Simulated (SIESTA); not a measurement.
The system is Ta3AsAu2O13.

```xyz
19
Lattice="5.4520 0.0000 0.0000 -2.7260 4.7216 0.0000 0.0000 0.0000 9.5790" Properties=species:S:1:pos:R:3 pbc="T T T"
Ta    0.0000    0.0000    1.8591
Ta    0.0000    0.0000    7.7199
Ta    2.7260    1.5739    0.0000
As    0.0000    0.0000    4.7895
Au    0.0000    3.1478    2.6273
Au    0.0000    3.1478    6.9517
O     0.0000    0.0000    0.0000
O    -1.3422    4.5861    3.4870
O    -0.5745    1.2662    3.4870
O     1.9167    3.5909    3.4870
O    -1.3422    4.5861    6.0921
O    -0.5745    1.2662    6.0921
O     1.9167    3.5909    6.0921
O     1.1852    1.5782    8.2230
O     3.4927    0.2373    8.2230
O     3.5002    2.9061    8.2230
O     1.1852    1.5782    1.3560
O     3.4927    0.2373    1.3560
O     3.5002    2.9061    1.3560
```

The cell was built by a generator and needn't be a form met in nature.

* Program: SIESTA 5.4.2
* Task: single point
* Functional: PBE
* Potentials or basis: PseudoDojo 0.4 standard (PBE files)
* Basis: DZP (energy shift 0.003 Ry; two zetas on semicore shells)
* Grid cutoff: 800 Ry
* Energy shift: 0.003 Ry
* k mesh: 6 × 6 × 3
* Occupations: fermi-dirac, width 0.05 eV
* Spin: no spin polarisation

On this cell: pressure 4.4 GPa; largest force 0.601 eV/Å; band gap on the k mesh none (metal or under the smearing width).

The same run follows on a disturbed copy (atoms moved at random, drawn with an rms of 0.05 Å):

```
Ta As Au O
1.0
     5.45204    0.00000    0.00000
    -2.72602    4.72161    0.00000
     0.00000    0.00000    9.57902
Ta As Au O
3 1 2 13
Cartesian
  0.0036 -0.0195 1.8835
  0.0189 -0.0652 7.7049
  2.6944 1.6058 -0.0001
  0.0034 0.0151 4.8333
  0.0229 3.1728 2.6530
  -0.0108 3.1627 6.9502
  -0.0100 0.0671 -0.0491
  -1.3379 4.6286 3.5285
  -0.5590 1.2717 3.4654
  1.8783 3.5641 3.4948
  -1.3587 4.5884 6.1078
  -0.6104 1.2830 6.0968
  1.9082 3.5614 6.1182
  1.1376 1.6083 8.2413
  3.5463 0.2831 8.2323
  3.4635 2.8737 8.2064
  1.1743 1.5811 1.3837
  3.4761 0.2365 1.3735
  3.5076 2.9121 1.3234
```

Task: What does the disturbed cell give?

Result: The energy (extrapolated to zero smearing) moves by +13.2 meV/atom; pressure 4.3 GPa; largest force 2.722 eV/Å; band gap on the k mesh none (metal or under the smearing width).

Forces in eV/Å, atoms in the order of the input:
```
Ta  -0.226  0.409 -1.324
Ta  -0.578  1.270 -0.081
Ta   0.134 -0.834 -0.123
As  -0.442  0.112 -0.742
Au  -0.615 -0.229 -0.047
Au   0.233 -0.163  0.101
O    0.257 -0.400  2.680
O    0.230 -0.311 -0.380
O   -0.431  0.446 -0.020
O    0.696  0.144  0.052
O    1.043  0.188  0.203
O   -0.150 -0.055  0.043
O   -0.194 -0.415 -0.282
O    0.388  0.202 -0.246
O   -0.981 -0.303 -0.134
O    0.277 -0.059  0.089
O    0.020 -0.131 -0.004
O    0.360 -0.144  0.002
O   -0.018  0.269  0.217
```

Stress tensor (GPa, compression positive):
```
 4.58  0.23  0.12
 0.23  3.11 -0.31
 0.12 -0.31  5.12
```

Caveats: short orbitals over semicore shells can move pressures by several GPa; the basis of atomic orbitals isn't converged, which shifts pressures, moduli and gaps.
